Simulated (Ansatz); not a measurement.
# C₃H₆BFO: up Jacob's ladder to CCSD(T)

One table from this session's results is given with a row withheld; the runs are named, their logs left out.

The runs use Ansatz 0.2.0, Gaussian basis; functionals in def2-TZVPP, the program's frozen cores in correlated methods.

Plan: PBE-D4, r2SCAN-D4, PBE0-D4, B3LYP-D4, ωB97X-V, ωB97M-V, B2PLYP; CCSD(T)/def2-TZVPP; MP2/def2-QZVPP; extrapolation to the limit.

## The geometry

The geometry comes from an earlier relaxation with PBE0-D4 in a triple-zeta def2 set; it is a stationary point, not always the lowest conformer.

SMILES `CB/C(F)=C\O`, 12 atoms, charge 0, spin multiplicity 1.

Atoms are counted from 1 here; the program's logs count them from 0.

Bond lengths: C1–B2 1.557 Å, C1–H7 1.090 Å, C1–H8 1.097 Å, C1–H9 1.097 Å, B2–C3 1.524 Å, B2–H10 1.197 Å, C3–F4 1.367 Å, C3–C5 1.346 Å, C5–O6 1.340 Å, C5–H11 1.089 Å, O6–H12 0.960 Å. Angles: B2–C1–H7 114.9°, B2–C1–H8 109.7°, B2–C1–H9 109.6°, H7–C1–H8 108.8°, H7–C1–H9 108.8°, H8–C1–H9 104.6°, C1–B2–C3 122.9°, C1–B2–H10 120.6°, C3–B2–H10 116.5°, B2–C3–F4 119.1°, B2–C3–C5 127.5°, F4–C3–C5 113.4°, C3–C5–O6 123.1°, C3–C5–H11 119.7°, O6–C5–H11 117.2°, C5–O6–H12 109.5°.

Geometry (Å):

```xyz
12

C     0.3591   -2.1032    0.1909
B     0.5024   -0.5544    0.2562
C    -0.5570    0.3984   -0.2850
F    -1.6869   -0.1171   -0.8553
C    -0.5288    1.7437   -0.2768
O     0.4879    2.4514    0.2353
H    -0.5587   -2.4600   -0.2775
H     1.2171   -2.5317   -0.3415
H     0.4243   -2.5218    1.2029
H     1.4725   -0.0519    0.7460
H    -1.3613    2.3027   -0.7010
H     0.3067    3.3888    0.1399
```

Set-up of the first run:

in.yaml reads:

```yaml
crystal:
  periodic: [false, false, false]
  atoms:
    - {symbol: C, position_ang: [0.359090, -2.103240, 0.190894]}
    - {symbol: B, position_ang: [0.502366, -0.554389, 0.256179]}
    - {symbol: C, position_ang: [-0.556969, 0.398360, -0.284952]}
    - {symbol: F, position_ang: [-1.686944, -0.117131, -0.855335]}
    - {symbol: C, position_ang: [-0.528803, 1.743703, -0.276767]}
    - {symbol: O, position_ang: [0.487862, 2.451357, 0.235312]}
    - {symbol: H, position_ang: [-0.558717, -2.459977, -0.277511]}
    - {symbol: H, position_ang: [1.217150, -2.531684, -0.341461]}
    - {symbol: H, position_ang: [0.424257, -2.521757, 1.202879]}
    - {symbol: H, position_ang: [1.472496, -0.051896, 0.746005]}
    - {symbol: H, position_ang: [-1.361265, 2.302652, -0.701036]}
    - {symbol: H, position_ang: [0.306677, 3.388799, 0.139894]}
basis:
  gaussian: {orbitals: def2-TZVPP}
hamiltonian: {xc: pbe, dispersion: d4}
output: {forces: true, orbitals: {seedname: orbitals}}
```

The run is started by

```
$ ansatz run in.yaml --threads 4 --pin off --events-out ev --progress --plain --max-ram 10444MiB
```

Among the steps run: PBE-D4 (GGA); r2SCAN-D4 (meta-GGA); PBE0-D4 (hybrid); B3LYP-D4 (hybrid); ωB97X-V (range-separated); ωB97M-V (range-separated); B2PLYP (double hybrid); CCSD(T) in def2-TZVPP; MP2 in def2-QZVPP.

One table of the session follows, with a row left open; its other results are not shown here.

| method | atoms, summed (eV) | atomisation energy (eV) |
| --- | --- | --- |
| PBE-D4 | -8589.940 | 51.863 |
| r2SCAN-D4 | -8596.657 | 50.607 |
| PBE0-D4 | -8591.598 | 50.643 |
| B3LYP-D4 | -8602.110 | 50.322 |
| ωB97X-V | -8598.773 | 50.240 |
| ωB97M-V | ? | ? |
| B2PLYP | -8595.497 | 49.802 |
| HF/def2-TZVPP | -8567.125 | 36.604 |
| MP2/def2-TZVPP | -8582.943 | 49.980 |
| CCSD/def2-TZVPP | -8585.953 | 47.975 |
| CCSD(T)/def2-TZVPP | -8586.326 | 48.798 |
| MP2/CBS | -8586.032 | 51.201 |
| CCSD(T)/CBS | -8589.415 | 50.019 |

Q: Estimate the row for ωB97M-V from the others.

As computed: atoms, summed (eV): -8598.142; atomisation energy (eV): 50.415. In the column «atoms, summed (eV)» it lies between ωB97X-V (-8598.773) and r2SCAN-D4 (-8596.657).
